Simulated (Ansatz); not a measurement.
**BrH2InO: one species, many methods**

One table from this session's results is given with a row withheld; the runs are named, their logs left out.

Method: functionals in def2-TZVPP, the program's frozen cores in correlated methods; program: Ansatz 0.2.0, Gaussian basis.

Plan: LDA (SPW92), PBE-D4, revPBE-D4, BLYP-D4, r2SCAN-D4, B97M-V, PBE0-D4, B3LYP-D4, r2SCANh-D4, r2SCAN0-D4, HSE06-D4, BHLYP-D4, CAM-B3LYP-D4, LC-ωPBE, ωB97X-V, ωB97M-V, B2PLYP, PBE-QIDH; CCSD(T)/def2-SVP; CCSD(T)/def2-TZVPP; MP2/def2-QZVPP; extrapolation to the limit; RPA on PBE.

### Structure used throughout

The geometry comes from an earlier relaxation with PBE0-D4 in a triple-zeta def2 set; it is a stationary point. In takes the def2 core potential; no spin-orbit term is included.

5 atoms, charge 0, spin multiplicity 1.

Atoms are counted from 1 here; the program's logs count them from 0.

Bond lengths: O1–In2 1.973 Å, O1–H4 0.960 Å, In2–Br3 2.454 Å, In2–H5 1.701 Å. Angles: In2–O1–H4 113.2°, O1–In2–Br3 109.4°, O1–In2–H5 127.1°, Br3–In2–H5 123.4°.

Set-up of the first run:

Contents of in.yaml:

```yaml
crystal:
  periodic: [false, false, false]
  atoms:
    - {symbol: O, position_ang: [-1.309001, -0.529158, -0.427687]}
    - {symbol: In, position_ang: [0.448333, 0.176566, 0.125482]}
    - {symbol: Br, position_ang: [1.760588, -1.621075, 1.158883]}
    - {symbol: H, position_ang: [-1.869932, 0.132287, -0.840426]}
    - {symbol: H, position_ang: [1.019812, 1.767681, -0.057751]}
basis:
  gaussian: {orbitals: def2-TZVPP}
hamiltonian: {xc: lda}
output: {orbitals: {seedname: orbitals}}
```

Steps of the session up to this table: LDA; PBE-D4 (GGA); revPBE-D4 (GGA); BLYP-D4 (GGA); r2SCAN-D4 (meta-GGA); B97M-V (meta-GGA); PBE0-D4 (hybrid); B3LYP-D4 (hybrid); r2SCANh-D4 (hybrid); r2SCAN0-D4 (hybrid); HSE06-D4 (hybrid); BHLYP-D4 (hybrid); CAM-B3LYP-D4 (range-separated); LC-ωPBE-D4 (range-separated; the results give it without D4); ωB97X-V (range-separated); ωB97M-V (range-separated); B2PLYP (double hybrid); PBE-QIDH (double hybrid).

One of the session's tables, all rows but one given; the rest of the session is left out.

It belongs to the step «Frontier levels by functional». 

| functional | HOMO (eV) | LUMO (eV) | gap (eV) |
| --- | --- | --- | --- |
| LDA (SPW92) | ? | ? | ? |
| PBE-D4 | -6.88 | -2.34 | 4.55 |
| revPBE-D4 | -6.83 | -2.23 | 4.59 |
| BLYP-D4 | -6.72 | -2.33 | 4.39 |
| r2SCAN-D4 | -7.20 | -2.07 | 5.13 |
| B97M-V | -7.28 | -2.24 | 5.03 |
| PBE0-D4 | -8.16 | -1.55 | 6.62 |
| B3LYP-D4 | -7.90 | -1.83 | 6.07 |
| r2SCANh-D4 | -7.67 | -1.75 | 5.92 |
| r2SCAN0-D4 | -8.38 | -1.39 | 6.98 |
| HSE06-D4 | -7.76 | -1.91 | 5.86 |
| BHLYP-D4 | -9.29 | -0.94 | 8.35 |
| CAM-B3LYP-D4 | -9.49 | -0.76 | 8.72 |
| LC-ωPBE | -10.87 | 0.36 | 11.23 |
| ωB97X-V | -10.51 | 0.23 | 10.74 |
| ωB97M-V | -10.38 | -0.05 | 10.33 |

**Question.** Estimate the row for LDA (SPW92).

**Answer.** HOMO (eV): -7.05; LUMO (eV): -2.60; gap (eV): 4.45. In the column «HOMO (eV)» it lies between r2SCAN-D4 (-7.20) and PBE-D4 (-6.88).
